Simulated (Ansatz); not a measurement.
**CrBrO: from the start to rest**

The start is CrBrO, a database structure at a slightly changed volume. Where does it settle when we relax the atoms in a fixed cell, and what is it like there?

Program: Ansatz 0.2.0. Level of theory: DFT, LDA, spin-orbit coupling, plane waves, PAW. These are calculated values, not measurements.

## 1. The cell

It takes space group Pmmn (No. 59, orthorhombic). The conventional cell has a = 3.276 Å, b = 3.915 Å, c = 8.473 Å, α = 90.00°, β = 90.00°, γ = 90.00°. Cr (site symmetry mm2) has 4 O at 2.01 to 2.04 Å and 2 Br at 2.47 Å as nearest neighbours. O (site symmetry mm2) has 4 Cr at 2.01 to 2.04 Å as nearest neighbours. Br (site symmetry mm2) is surrounded by 2 Cr at 2.47 Å.

As a file:

```
Cr O Br
1.0
     3.91537    0.00000    0.00000
     0.00000    3.27581    0.00000
     0.00000    0.00000    8.47333
Cr O Br
2 2 2
Direct
  0.25000 0.25000 0.10200
  0.75000 0.75000 0.89800
  0.25000 0.75000 0.96500
  0.75000 0.25000 0.03500
  0.25000 0.75000 0.32000
  0.75000 0.25000 0.68000
```

The first density is read from a saved solution for the starting cell.

## 2. The walk to rest

input.yaml

```yaml
crystal:
  lattice:
    - [3.915368, 0.0, 0.0]
    - [0.0, 3.275814, 0.0]
    - [0.0, 0.0, 8.473331]
  atoms:
    - { symbol: Cr, position: [0.25, 0.25, 0.102], spin: 3, spin_axis: [1.0, 0.0, 0.0] }
    - { symbol: Cr, position: [0.75, 0.75, 0.898], spin: 3, spin_axis: [1.0, 0.0, 0.0] }
    - { symbol: O, position: [0.25, 0.75, 0.965] }
    - { symbol: O, position: [0.75, 0.25, 0.035] }
    - { symbol: Br, position: [0.25, 0.75, 0.32] }
    - { symbol: Br, position: [0.75, 0.25, 0.68] }
kpoints:
  mp_grid: { grid: [5, 6, 2], shift: [0, 0, 0] }
magnetization:
  noncollinear: true
  spin_orbit: true
scf:
  occupations: { method: methfessel_paxton, width: 0.011 }
  lower_state_search: "off"
hamiltonian:
  pseudopotentials: { kind: paw_fr }
  xc: lda
basis:
  ecutwfc: 420
  fft_grid_basis: typed
relax:
  max_steps: 80
output:
  forces: true
  stress: true
  eigenvalues: true
  bader: true
  populations: true
  elf: true
  write_potential: true
  volumetric_format: npy
  dos:
    e_range: [-12, 8]
    de: 0.05
    projected: { site_lists: { Br: [Br], Cr: [Cr], O: [O] } }
    method: { smearing: { sigma: 0.1, scheme: gaussian } }
  write_density: true
checkpoint:
  read: saved_state
```

Launch:

```sh
$ ansatz run input.yaml --threads 2 --pin off --max-ram 2560MiB --backend cpu --events-out ev --progress --plain --runs-dir out
```

Standard output, shortened:

```text
Warning: output.stress: scf.convergence.dr2_threshold = 1e-7 eV (the SCF's general default) is looser than the 6e-10 eV advised for a printed stress (1e-10 eV for each atom of the cell: 6). What an SCF threshold leaves in a stress goes as its square root, and in the free energy as the [...]
Warning: RAYON_NUM_THREADS=2 ignored (pool sized by the plan → 2); use --threads N
[...]
Pseudopotentials: kind: paw_fr
Pseudopotential: Cr, paw_fr, valence charge 14, recommended cutoff 420 eV (normal), Cr.paw.azcp#standard-fr
Pseudopotential: O, paw_fr, valence charge 6, recommended cutoff 420 eV (normal), O.paw.azcp#standard-fr
Pseudopotential: Br, paw_fr, valence charge 7, recommended cutoff 420 eV (normal), Br.paw.azcp#standard-fr
Functional definition: SPW92
[...]
Crystal: 6 atoms, lattice volume = 108.679 Å³
Basis set: ecut = 420 eV, 2151 PW (Γ)
Bands: 66, of which v1, the nominal top of the filled ones, is band 54 counted from 1 (53 counted from 0)
Symmetry: 4 space group operations + 4 with time reversal
Magnetic group: BNS 59.410 (UNI 508), of the structure as read, at distance tolerance 4.8e-5 Å
k-points: 24 of 60
Projection manifold: j_resolved (fully-relativistic pseudo-atomic orbitals)
[...]
Starting moments: Σ|m| = 6 μB on 2 of 6 sites; this step starts from the density that it was given
[...]
SCF iter   1: F=—  HF=-13147.674114 eV  |F-HF|=—  |Δ(HF+E_count)|=         —  Δρ=7.49e-3  dr2=1.05e-2  dr2_m=1.40e-2  ethr=2.58e-5  |M|=6.00e0 ∫|m|=6.23e0 μB  |m|>n=1.2e-3 m-floor=0.0e0 τ_xc=6.5e-19  β_m=1.00  ⟨swp⟩=2.8  Hψ=10703  notcnv=0
[...]
spin=Noncollinear: Resta preconditioning applied to the charge; magnetization (m_x, m_y, m_z) channels mix plain (no charge-response kernel on spin).
[...]
spin-set hold released at iteration 6 (settled: charge residual and site-moment steps within their bounds): the magnetisation degrees of freedom join the quasi-Newton model from the next iteration; the mixer history was flushed
[...]
relax step   1: F+E_penalty+E_count = -13147.71190976 eV  Δ(F+E_penalty+E_count) = +0.000e0 eV  max|allowed force component| = 6.954e-1 eV/Å  Δτ_max = 0.0000 Å  (9 SCF iters, accepted)
[...]
relax step   2: F+E_penalty+E_count = -13147.84899192 eV  Δ(F+E_penalty+E_count) = -1.371e-1 eV  max|allowed force component| = 3.519e-1 eV/Å  Δτ_max = 0.1065 Å  (7 SCF iters, dr2 threshold 3.02e-5 eV, accepted)
[...]
relax step   3: F+E_penalty+E_count = -13147.85982167 eV  Δ(F+E_penalty+E_count) = -1.083e-2 eV  max|allowed force component| = 1.004e-1 eV/Å  Δτ_max = 0.0265 Å  (5 SCF iters, dr2 threshold 7.74e-6 eV, accepted)
Projection manifold: j_resolved (fully-relativistic pseudo-atomic orbitals)
SCF iter   1: F=—  HF=-13147.860210 eV  |F-HF|=—  |Δ(HF+E_count)|=         —  Δρ=1.61e-3  dr2=1.02e-3  dr2_m=6.42e-4  ethr=1.86e-5  |M|=6.00e0 ∫|m|=6.17e0 μB  |m|>n=0.0e0 m-floor=0.0e0 τ_xc=6.0e-19  β_m=0.30  ⟨swp⟩=3.0  Hψ=3161  notcnv=0  defer=167
[...]
spin=Noncollinear: Resta preconditioning applied to the charge; magnetization (m_x, m_y, m_z) channels mix plain (no charge-response kernel on spin).
```

## 3. The output, continued

Output, continued, shortened:

```text
SCF iter   2: F=—  HF=-13147.860233 eV  |F-HF|=—  |Δ(HF+E_count)|=   2.29e-5  S|Δr|=    0.00e0  Δρ=1.14e-3  dr2=3.52e-4  dr2_m=3.27e-4  ethr=1.90e-6  |M|=6.00e0 ∫|m|=6.17e0 μB  |m|>n=0.0e0 m-floor=0.0e0 τ_xc=5.9e-19  β_m=0.53  ⟨swp⟩=2.0  Hψ=2245  notcnv=0  defer=167
[...]
relax step   4: F+E_penalty+E_count = -13147.86024695 eV  Δ(F+E_penalty+E_count) = -4.253e-4 eV  max|allowed force component| = 1.086e-1 eV/Å  Δτ_max = 0.0102 Å  (6 SCF iters, dr2 threshold 8.22e-7 eV, accepted)
[...]
relax step   5: F+E_penalty+E_count = -13147.86099411 eV  Δ(F+E_penalty+E_count) = -7.472e-4 eV  max|allowed force component| = 6.010e-4 eV/Å  Δτ_max = 0.0054 Å  (5 SCF iters, dr2 threshold 9.61e-7 eV, accepted)
[...]
relax step   6: F+E_penalty+E_count = -13147.86099417 eV  Δ(F+E_penalty+E_count) = -6.290e-8 eV  max|allowed force component| = 5.429e-4 eV/Å  Δτ_max = 0.0000 Å  (4 SCF iters, accepted)
[...]
    - { symbol: O, position: [0.25, 0.75, 0.9544063600727953] }
    - { symbol: O, position: [0.75, 0.25, 0.04559363992720479] }
    - { symbol: Br, position: [0.25, 0.75, 0.3067587584793832] }
    - { symbol: Br, position: [0.75, 0.25, 0.6932412415206171] }
--- Löwdin populations: 6 sites ---
  site symbol       q [e]
     0     Cr     13.0224
     1     Cr     13.0224
     2      O      6.6991
     3      O      6.6991
     4     Br      7.1421
     5     Br      7.1421
  spilling = 0.005053 (of n_electrons = 54.000000)
--- Bader charges: 6 sites ---
  site symbol  charge [e]  shift [e]  m_x [muB]  m_y [muB]  m_z [muB]
     0     Cr      1.5493     0.0001     2.8085     0.0000     0.0000
     1     Cr      1.5493     0.0001     2.8085     0.0000     0.0000
     2      O     -1.1277     0.0005     0.1223     0.0000     0.0000
     3      O     -1.1277     0.0005     0.1223     0.0000     0.0000
     4     Br     -0.4216     0.0006     0.0680     0.0000     0.0000
     5     Br     -0.4216     0.0006     0.0680     0.0000     0.0000
  estimated error of the sums over rays = 5.7e-4 e
```

Run time: 2.6 min. Hardware: 2 threads of Arm Neoverse V2, shared host; peak memory 0.83 GiB.

Relaxation path:

```tsv
step	energy from step 1 (eV/cell)	largest force component (eV/Å)
1	0.0000	0.6954
2	-0.1371	0.3519
3	-0.1479	0.1004
4	-0.1483	0.1086
5	-0.1491	0.0006
6	-0.1491	0.0005
```

Step 1 is the start. Step 6 solves the same geometry again.

The largest move, 0.11 Å, is shared by several atoms, Br6 among them.

## 4. States by energy

Counts of states in windows (eV from the Fermi level; Gaussian smearing of 0.1 eV), total and projected:

```tsv
from	to	total	Br p	Cr d	O p
-4.5	-4.0	1.84	0.76	0.26	0.76
-4.0	-3.5	2.96	1.84	0.39	0.63
-3.5	-3.0	2.77	1.94	0.35	0.41
-3.0	-2.5	2.56	1.88	0.35	0.29
-2.5	-2.0	0.98	0.72	0.19	0.06
-2.0	-1.5	0.45	0.15	0.25	0.04
-1.5	-1.0	2.71	0.24	2.25	0.18
-1.0	-0.5	2.59	0.40	1.86	0.27
-0.5	0.0	0.37	0.05	0.24	0.07
0.0	0.5	0.33	0.03	0.25	0.02
0.5	1.0	2.28	0.24	1.67	0.23
1.0	1.5	3.46	0.29	2.74	0.32
```

On the mesh the valence top lies at -0.15 eV and the conduction bottom at 0.15 eV on this scale. The bands computed are complete only to about 2.1 eV above the Fermi level.

## 5. Charges and moments

By element, from the tables in the log (a charge is positive for electrons lost): Löwdin charges also hold the electrons that the projection spills.

```tsv
element	atoms	Bader charge (e)	Bader volume (Å³)	Löwdin charge (e)	Bader moment, size (μB)
Cr	2	+1.55	8.9	+0.98	2.81
O	2	-1.13	11.6	-0.70	0.12
Br	2	-0.42	33.8	-0.14	0.07
```

Löwdin charges rest on a small set of atomic orbitals that misses 0.5 % of the electrons, so they need not add up to the cell's charge and can differ from Bader's even in sign.

The main site moments: Cr1 along (1.00, 0.00, 0.00), Cr2 along (1.00, 0.00, 0.00).

## 6. Maps of the fields

Maps in the plane spanned by b and c at height 0.750 along a (axes of the input's cell), one cell: b runs left to right (10 points from zero), c bottom to top (26 points), 90° apart. Inside the augmentation spheres the fields are the smooth ones. The spin map shows the x component.

Valence density. Ten steps from '0' (0.01 e/Å³) to '9' (17.90 e/Å³), finer at the low end (step k begins (100^(k/10) - 1)/99 of the way up):
```
3344335775
3222237997
3111137997
2222225775
2333322332
3444432112
3433432112
3411432112
3433432112
2344321001
1233210000
0111100000
0000000000
0000000000
0000000000
0000000000
0000000000
0000000000
0000000000
0000000000
0000000000
0122100000
1355310000
2577521001
3677631111
3566532442
```

Spin density. Values in e/Å³, 26 rows by 10 columns:
```
 0.06  0.03  0.01  0.01  0.03  0.06  0.13  1.29  1.29  0.13
 0.24  0.05  0.01  0.01  0.05  0.24  1.16  3.52  3.52  1.16
 0.21  0.05  0.01  0.01  0.05  0.21  0.98  3.18  3.18  0.98
 0.06  0.03  0.00  0.00  0.03  0.06  0.07  1.10  1.10  0.07
 0.02  0.00 -0.01 -0.01  0.00  0.02  0.07  0.25  0.25  0.07
 0.00 -0.01 -0.03 -0.03 -0.01  0.00  0.02  0.06  0.06  0.02
-0.01 -0.02 -0.02 -0.02 -0.02 -0.01  0.00  0.01  0.01  0.00
-0.01 -0.01  0.00  0.00 -0.01 -0.01  0.00  0.00  0.00  0.00
-0.01 -0.01 -0.02 -0.02 -0.01 -0.01  0.00  0.00  0.00  0.00
-0.01 -0.01 -0.02 -0.02 -0.01 -0.01  0.00  0.00  0.00  0.00
 0.00 -0.01 -0.01 -0.01 -0.01  0.00  0.00  0.00  0.00  0.00
 0.00  0.00  0.00  0.00  0.00  0.00  0.00  0.00  0.00  0.00
 0.00  0.00  0.00  0.00  0.00  0.00  0.00  0.00  0.00  0.00
 0.00  0.00  0.00  0.00  0.00  0.00  0.00  0.00  0.00  0.00
 0.00  0.00  0.00  0.00  0.00  0.00  0.00  0.00  0.00  0.00
 0.00  0.00  0.00  0.00  0.00  0.00  0.00  0.00  0.00  0.00
 0.00  0.00  0.00  0.00  0.00  0.00  0.00  0.00  0.00  0.00
 0.00  0.00  0.00  0.00  0.00  0.00  0.00  0.00  0.00  0.00
 0.00  0.00  0.00  0.00  0.00  0.00  0.00  0.00  0.00  0.00
 0.00  0.00  0.00  0.00  0.00  0.00  0.00  0.00  0.00  0.00
 0.00  0.00  0.00  0.00  0.00  0.00  0.00  0.00  0.00  0.00
 0.00  0.00  0.00  0.00  0.00  0.00  0.00  0.00  0.00  0.00
 0.00  0.00  0.02  0.02  0.00  0.00  0.00  0.00  0.00  0.00
 0.00 -0.02  0.03  0.03 -0.02  0.00  0.01  0.02  0.02  0.01
 0.01  0.00  0.02  0.02  0.00  0.01  0.04  0.09  0.09  0.04
 0.03  0.03  0.07  0.07  0.03  0.03  0.08  0.33  0.33  0.08
```

Atoms within 0.2 Å of the plane, in fractions of b and c: Cr at (0.75, 0.91), O at (0.25, 0.05), Br at (0.25, 0.69).

At the density minimum on some short contacts:

```tsv
contact	length (Å)	minimum at (fraction)	density (e/Å³)
Cr1–O4	1.999	deep in a PAW sphere	–
Br5–Cr1	2.441	0.55	0.437
```

## 7. What came out

| quantity | value |
| --- | --- |
| moves | 4 |
| energy gained | 24.8 meV/atom |
| largest move | 0.11 Å (Br) |
| space group (0.01 Å), before / after | Pmmn / Pmmn |
| pressure left in the fixed cell | -4.3 GPa |
| gap (mesh) | 0.31 eV, indirect |
| least direct gap | 0.48 eV |
| Bader charges | Cr +1.55, O -1.13, Br -0.42 e |
| net moment | 6.00 μB per cell |
| largest moment | 2.81 μB on Cr (Bader basin) |

In words: In the fixed cell the largest move of an atom is 0.11 Å; the energy fell by 24.8 meV per atom. The fixed cell still holds a mean pressure of -4.3 GPa, so it would shrink if let free. With 4 symmetry operations imposed, the end may be a saddle point towards distortions that break them. It is gapped: 0.31 eV, with the least direct gap at 0.48 eV; within 0.7 eV of the edges the states project mainly on Cr d (68 %), Br p (15 %) and O p (14 %) below and Cr d (73 %) above. The largest spin moment is 2.81 μB on Cr, and the net moment 6.00 μB per cell. Cr loses most charge (+1.55 e on average) and O gains most (-1.13 e).

Keep in mind: one start, so the state may not be the lowest; the SCF threshold is loose for a stress.

These are semilocal Kohn-Sham gaps, which aren't the measured quantity. Such gaps usually fall short of the measured ones.
